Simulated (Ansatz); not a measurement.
# MnBe3: densities and their differences

For MnBe3 at its listed geometry, this session asks how the density differs from that of free atoms, which states sit where and how the density follows a moved atom.

Computed with Ansatz 0.2.0 (DFT r2SCAN, scalar-relativistic, plane waves, PAW, unless a step's input says otherwise).

## 1. The structure to begin with

Symmetry: Pm-3m, No. 221, cubic system. Conventional cell: a = 3.252 Å, b = 3.252 Å, c = 3.252 Å, α = 90.00°, β = 90.00°, γ = 90.00°. Be (site symmetry 4/mmm) is surrounded by 8 Be at 2.30 Å and 4 Mn at 2.30 Å. Mn (site symmetry m-3m) has 12 Be at 2.30 Å as nearest neighbours.

Coordinates:

```xyz
4
Lattice="3.2517 0.0000 0.0000 0.0000 3.2517 0.0000 0.0000 0.0000 3.2517" Properties=species:S:1:pos:R:3 pbc="T T T"
Be    0.0000    1.6259    1.6259
Be    1.6259    0.0000    1.6259
Be    1.6259    1.6259    0.0000
Mn    0.0000    0.0000    0.0000
```

The structure comes from the Materials Project (structure only).

## 2. The base run

Contents of input.yaml:

```yaml
crystal:
  lattice:
    - [3.2517445267, 0.0, 0.0]
    - [0.0, 3.2517445267, 0.0]
    - [0.0, 0.0, 3.2517445267]
  atoms:
    - { symbol: Be, position: [0.0, 0.5, 0.5] }
    - { symbol: Be, position: [0.5, 0.0, 0.5] }
    - { symbol: Be, position: [0.5, 0.5, 0.0] }
    - { symbol: Mn, position: [0.0, 0.0, 0.0], spin: 4.0 }
magnetization:
  spin_polarized: true
basis:
  ecutwfc: 500
  fft_grid_basis: typed
kpoints:
  mp_grid: { grid: [10, 10, 10] }
hamiltonian:
  xc: r2scan
  pseudopotentials: { kind: paw }
scf:
  occupations: { method: gaussian, width: 0.05 }
output:
  forces: true
  stress: true
  eigenvalues: true
  bader: true
  write_density: true
  volumetric_format: npy
  populations: true
  elf: true
```

Launch:

```
> ansatz run input.yaml --threads 2 --pin off --max-ram 4096MiB --backend cpu --events-out ev --progress --plain --runs-dir out
```

## 4. Densities by energy window

The windows are set from the levels of the base run, in eV from its Fermi level.

Contents of input.yaml:

```yaml
crystal:
  lattice:
    - [3.2517445267, 0.0, 0.0]
    - [0.0, 3.2517445267, 0.0]
    - [0.0, 0.0, 3.2517445267]
  atoms:
    - { symbol: Be, position: [0.0, 0.5, 0.5], spin: -0.08 }
    - { symbol: Be, position: [0.5, 0.0, 0.5], spin: -0.08 }
    - { symbol: Be, position: [0.5, 0.5, 0.0], spin: -0.08 }
    - { symbol: Mn, position: [0.0, 0.0, 0.0], spin: 1.58 }
magnetization:
  spin_polarized: true
basis:
  ecutwfc: 500
  fft_grid_basis: typed
kpoints:
  mp_grid: { grid: [10, 10, 10] }
hamiltonian:
  xc: r2scan
  pseudopotentials: { kind: paw }
scf:
  occupations: { method: gaussian, width: 0.05 }
  n_extra_bands: 8
output:
  forces: true
  stress: false
  eigenvalues: true
  bader: false
  write_density: false
  volumetric_format: npy
  populations: true
  band_densities:
    - { e_range: [-0.25, 0.25] }
    - { e_range: [-1.2, 0.0] }
    - { e_range: [0.0, 1.2] }
    - { e_range: [-10.72, -7.13] }
    - { e_range: [-7.13, -3.57] }
  dos:
    e_range: [-30, 8]
    de: 0.02
    method: { smearing: { sigma: 0.03, scheme: gaussian } }
    projected: { site_lists: { Be: [Be], Mn: [Mn] } }
checkpoint:
  read: start.run
  write: ck
  compress: false
  write_wavefunctions: false
  write_every: 100000
```

## 5. Moving Be2 by 0.10 Å

The shift is (-0.047, -0.024, -0.085) Å; all periodic copies of the atom move with it.

input.yaml: that of step 2 with these lines changed.

```diff
@@ -6,6 +6,6 @@
   atoms:
-    - { symbol: Be, position: [0.0, 0.5, 0.5] }
-    - { symbol: Be, position: [0.5, 0.0, 0.5] }
-    - { symbol: Be, position: [0.5, 0.5, 0.0] }
-    - { symbol: Mn, position: [0.0, 0.0, 0.0], spin: 4.0 }
+    - { symbol: Be, position: [0.0, 0.5, 0.5], spin: -0.08 }
+    - { symbol: Be, position: [0.4855998677, -0.0074992571, 0.4738824326], spin: -0.08 }
+    - { symbol: Be, position: [0.5, 0.5, 0.0], spin: -0.08 }
+    - { symbol: Mn, position: [0.0, 0.0, 0.0], spin: 1.58 }
 magnetization:
@@ -30,2 +30 @@
   populations: true
-  elf: true
```

(Steps that only read results are left out.)

**Question.** What will these runs give? Wanted: gap on the mesh; pressure; Bader charges; moment; the states at the Fermi level; stiffness against the shift of Be2.

The runs gave:

```
                          quantity                          value
                   gap on the mesh                   none (metal)
                          pressure                        0.0 GPa
                     Bader charges           Be +1.22, Mn -3.65 e
                            moment                   1.29 μB/cell
     the states at the Fermi level  Mn 3d (85 %) and Be 2s (10 %)
stiffness against the shift of Be2                      9.3 eV/Å²
```
